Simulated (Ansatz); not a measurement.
**GeH4NS radical: how energies converge with the basis set**

How large a basis does GeH4NS radical need? Two functionals are run in growing sets.

Program: Ansatz 0.2.0, Gaussian basis. Level of theory: one geometry, several basis sets. These are calculated values, not measurements.

The runs, in order: PBE0-D4/def2-SVP; ωB97M-V/def2-SVP; PBE0-D4/def2-QZVPP; ωB97M-V/def2-QZVPP; the functionals' def2-TZVPP values are taken from earlier runs.

### Step 1. Structure used throughout

All runs share one geometry, relaxed beforehand with PBE0-D4 in a triple-zeta def2 set.

SMILES `[NH2][GeH2][S]`, 7 atoms, charge 0, spin multiplicity 2.

Atoms are counted from 1 here; the program's logs count them from 0.

Bond lengths: N1–Ge2 1.831 Å, N1–H4 1.011 Å, N1–H5 1.010 Å, Ge2–S3 2.205 Å, Ge2–H6 1.536 Å, Ge2–H7 1.549 Å. Angles: Ge2–N1–H4 114.8°, Ge2–N1–H5 114.9°, H4–N1–H5 109.5°, N1–Ge2–S3 108.8°, N1–Ge2–H6 106.5°, N1–Ge2–H7 116.2°, S3–Ge2–H6 112.2°, S3–Ge2–H7 102.3°, H6–Ge2–H7 110.8°.

As a file:

```xyz
7

N    -1.0522    0.1418   -0.5264
Ge    0.5218   -0.0220    0.3956
S     0.8778   -2.1560    0.8231
H    -1.3929    1.0889   -0.6188
H    -1.0648   -0.3115   -1.4291
H     0.3643    0.8090    1.6777
H     1.8074    0.3819   -0.3677
```

### Step 2. PBE0-D4 in def2-SVP

in.yaml reads:

```yaml
crystal:
  periodic: [false, false, false]
  atoms:
    - {symbol: N, position_ang: [-1.052194, 0.141784, -0.526371]}
    - {symbol: Ge, position_ang: [0.521784, -0.021960, 0.395561]}
    - {symbol: S, position_ang: [0.877751, -2.156040, 0.823061]}
    - {symbol: H, position_ang: [-1.392864, 1.088944, -0.618828]}
    - {symbol: H, position_ang: [-1.064846, -0.311545, -1.429101]}
    - {symbol: H, position_ang: [0.364299, 0.808958, 1.677712]}
    - {symbol: H, position_ang: [1.807369, 0.381858, -0.367733]}
basis:
  gaussian: {orbitals: def2-SVP}
magnetization: {spin_polarized: true, initial_magnetization: 1}
hamiltonian: {xc: pbe0, dispersion: d4}
output: {orbitals: {seedname: orbitals}}
```

Launch:

```sh
$ ansatz run in.yaml --threads 4 --pin off --events-out ev --progress --plain --max-ram 10444MiB
```

Further steps of the session: ωB97M-V in def2-SVP; PBE0-D4 in def2-QZVPP; ωB97M-V in def2-QZVPP.

**Question.** What will the summary of the whole plan be? Wanted: PBE0-D4: double and triple zeta above quadruple; ωB97M-V: double and triple zeta above quadruple.

**Answer**, as computed:

| quantity | value |
| --- | --- |
| PBE0-D4: double and triple zeta above quadruple | 14.45, 1.66 eV |
| ωB97M-V: double and triple zeta above quadruple | 14.43, 1.61 eV |

**Reading.** For PBE0-D4 the step from double to triple zeta gains 12.80 eV and the next only 1.66 eV. These are total energies; as a rule much of such shifts cancels in differences, which this series doesn't test.
